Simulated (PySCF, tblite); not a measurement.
**C₄H₁₀B₂BrF: geometry, infrared bands and NMR shifts**

Aim: predict the infrared bands and NMR shifts of C₄H₁₀B₂BrF (`CC(C)(BBr)CBF`).

The runs use tblite 0.8.0 and PySCF 2.14.0, with density-fitted response routines of our own; the level of theory stands in each step. All values are computed, except where a source is named. Atoms count from 0, in the outputs and in this text.

**1. The molecule as given**

18 atoms, charge 0, multiplicity 1; geometry from: force field or distance geometry start.

Bonds of the start (Å): C0–C1 1.52, C1–C2 1.52, C1–B3 1.57, B3–Br4 1.99, C1–C5 1.50, C5–B6 1.59, B6–F7 1.46, C0–H8 1.09, C0–H9 1.13, C0–H10 1.13, C2–H11 1.10, C2–H12 1.11, C2–H13 1.09, B3–H14 1.19, C5–H15 1.09, C5–H16 1.10, B6–H17 1.20.

**2. Geometry optimisation with GFN2-xTB**

What the job is given:

```
{"job": {"kind": "relax", "xc": "GFN2-xTB", "basis": "xTB"}, "charge": 0, "multiplicity": 1}
C     -0.518500    -0.249400     1.332600
C     -0.268500     0.218100    -0.094800
C     -1.566100    -0.064800    -0.827400
B     -0.007200     1.754200    -0.245100
Br     1.204400     2.845500     0.900800
C      0.743000    -0.675200    -0.753900
B      2.098300    -0.605200     0.083800
F      2.819800    -1.865000     0.274700
H      0.250700     0.024200     2.053700
H     -0.671800    -1.364000     1.262100
H     -1.529600     0.164900     1.604700
H     -1.533600    -1.135000    -1.072400
H     -1.519200     0.505300    -1.777800
H     -2.395000     0.231300    -0.179000
H     -0.484300     2.294300    -1.194200
H      0.941000    -0.406400    -1.796100
H      0.367100    -1.711100    -0.672600
H      2.060700     0.044600     1.089300
```

The run is started by

```bash
OMP_NUM_THREADS=1 python probes_run.py task.json out
```

This one command runs all jobs of the session in turn.

**Question.** This job is followed by: GFN2-xTB harmonic vibrations, gas phase; GIAO PBE0/pcSseg-1 NMR shielding, non-relativistic, gas phase. Predict these results of the whole session: strongest single infrared mode (GFN2-xTB); zero-point energy (GFN2-xTB); 13C shifts against TMS (PBE0/pcSseg-1, means over atoms taken as alike); 1H shifts against TMS (PBE0/pcSseg-1, means over atoms taken as alike); 11B shifts against BF3·OEt2 (PBE0/pcSseg-1); 79Br shifts against HBr (PBE0/pcSseg-1); 19F shifts against CFCl3 (PBE0/pcSseg-1); surface potential, 1st and 99th percentile.

**Answer**, as computed:

```
                                                               quantity                       value
                              strongest single infrared mode (GFN2-xTB)       1319 cm⁻¹, 254 km/mol
                                           zero-point energy (GFN2-xTB)               86.4 kcal/mol
13C shifts against TMS (PBE0/pcSseg-1, means over atoms taken as alike)        40.2, 35.1, 29.8 ppm
 1H shifts against TMS (PBE0/pcSseg-1, means over atoms taken as alike)  7.69, 5.33, 1.22, 1.14 ppm
                            11B shifts against BF3·OEt2 (PBE0/pcSseg-1)              84.5, 57.9 ppm
                                79Br shifts against HBr (PBE0/pcSseg-1)                     580 ppm
                               19F shifts against CFCl3 (PBE0/pcSseg-1)                     6.7 ppm
                                  surface potential, 1st and 99th percentile          -0.73 V and 1.37 V
```

Over 91 steps the energy fell by 1.522 eV; of the close pairs, B6–F7 changed most, 1.464 to 1.316 Å. All 48 modes are real, so the xTB geometry is a minimum. The strongest single mode, at 1319 cm⁻¹, has its largest shares on B6, C5 and H16 (the list is cut at 3 atoms). GFN2-xTB is a fitted tight-binding method: band positions and strengths are rough. Its intensities can rank the bands wrongly. At PBE0/pcSseg-1: The widest tensor belongs to Br4: span 1537 ppm, with a paramagnetic part of -1082 ppm. By nearest atom (PBE0/pcSseg-1), the HOMO sits on Br4 55 %; C1 14 % and the LUMO on B3 45 %; Br4 14 %. Spin-orbit coupling is left out, which matters for shieldings and couplings at and beside the heavy atoms.
